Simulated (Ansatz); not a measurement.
Scaling over cards: PBEsol molecular dynamics, YS (Fm-3m)

Program: Ansatz 0.2.0. No other job shared the machine, and each run was timed once from launch to exit. Hardware: a node with eight NVIDIA H100 80GB cards and 96 AMD EPYC 7R13 cores. Times and memory are rounded to two significant figures, and ratios are formed from the unrounded values. A row is a single run, so small differences between rows aren't established. Precision is the program's default, which can work at lower precision in parts of a run. Card memory is the largest of readings taken every 0.4 s, so short peaks can be missed, and it isn't given for runs under about 3 s. It shows what a run took, which needn't be the least that it can run in: the program holds more work at once where threads and free memory allow.

Commands are shown without the flags for output files and display.

The PAW files were made with PBE. For this functional the program regenerates the frozen cores at set-up.

* atoms: 2
* valence electrons: 17
* cell volume: 42.16 Å³
* cutoff (chosen by the program): 420 eV
* k mesh: 14×14×14
* k points solved: 1376
* symmetry operations used (translations within a supercell counted): 1
* plane waves at Γ: 869
* dense FFT grid: 27×27×27
* bands at the start: 13
* spin: none
* first density: atoms corrected by the program's trained network

Input:

```yaml
crystal:
  lattice:
    - [0.000000, 2.762496, 2.762496]
    - [2.762496, 0.000000, 2.762496]
    - [2.762496, 2.762496, 0.000000]
  atoms:
    - { symbol: "Y", position: [0.500000, 0.500000, 0.500000] }
    - { symbol: S, position: [0.000000, 0.000000, 0.000000] }
kpoints:
  mp_grid: { grid: [14, 14, 14] }
hamiltonian:
  xc: pbesol
scf:
  occupations: { method: gaussian, width: 0.1 }
md: { ensemble: nvt_langevin, temperature: 300, timestep: 1.0, n_steps: 15, initial_velocities: maxwell_boltzmann, seed: 1 }
```

Commands:

```bash
ansatz run input.yaml --backend cuda --devices 1
ansatz run input.yaml --backend cuda --devices 2
ansatz run input.yaml --backend cuda --devices 4
ansatz run input.yaml --backend cuda --devices 8
```

| cards | wall time | speed-up | efficiency | SCF clock | outside it | speed-up on the SCF clock | CPU time | SCF iterations | fullest card (GiB) | threads | steps logged | the cards share |
| --- | --- | --- | --- | --- | --- | --- | --- | --- | --- | --- | --- | --- |
| 1 | 25 s | 1.0 | 100 % | 22 s | 2.6 s | 1.0 | 3.7 min | 64 | 18 | 48 | 16 |  |
| 4 | 14 s | 1.8 | 44 % | 9.6 s | 4.4 s | 2.3 | 3.2 min | 64 | 5.1 | 4×24 | 16 | k points |
| 8 | 16 s | 1.6 | 20 % | 8.2 s | 7.4 s | 2.7 | 2.3 min | 65 | 3.1 | 8×8 | 16 | k points |

The SCF clock is the program's own. It runs from the start of the first SCF loop to the final result and holds forces, stress, later SCFs and response steps. Outside it lie start-up, exit and the set-up ahead of the first loop, which depends on the cell and the method.

SCF iterations are those that the program logged, summed over all steps and exchange cycles of a run; an SCF made in search of a lower state can go uncounted. Steps are those that the program logged, the start of a trajectory included. For molecular dynamics the program switches the space group off, so only time reversal reduces the mesh.

Threads written as a×b are a pools of b host workers, as the log lists them; the log's own count of threads can differ.

Speed-up and efficiency count from the run on 1 card. What limits the scaling wasn't traced. The host workers change with the cards, so the speed-up needn't be that of the cards alone.

The time outside the SCF clock grows with the cards, from 2.6 s on 1 card to 7.4 s on 8 cards, while the SCF clock goes from 22 s to 8.2 s.

A fit of t = a + b/n to these rows (t: SCF clock; least relative squares) gives a = 6.0 s and b = 16 s, and misses no row by more than 4 %. In this model a is the part that didn't shrink over these widths. It describes these few rows and is no measured floor, and it leaves out the time outside the SCF clock.

More width doesn't always pay: among these rows the wall time is least on 4 cards, and the SCF clock on 8 cards.

**Question.** What is the wall time on 2 cards?

**Answer.** It took 17 s, a speed-up of 1.5 and an efficiency of 73 %, with 4.9 min of CPU time. It counts 65 SCF iterations, against 64. On the SCF clock alone the speed-up is 1.6. Of the wall time 14 s is on the SCF clock and 3.1 s outside. The cards share k points, with 2 pools of 48 host workers by the log's list (its own count of threads can differ). For the SCF clock (14 s) the fit gives 14 s, over by 1 %.
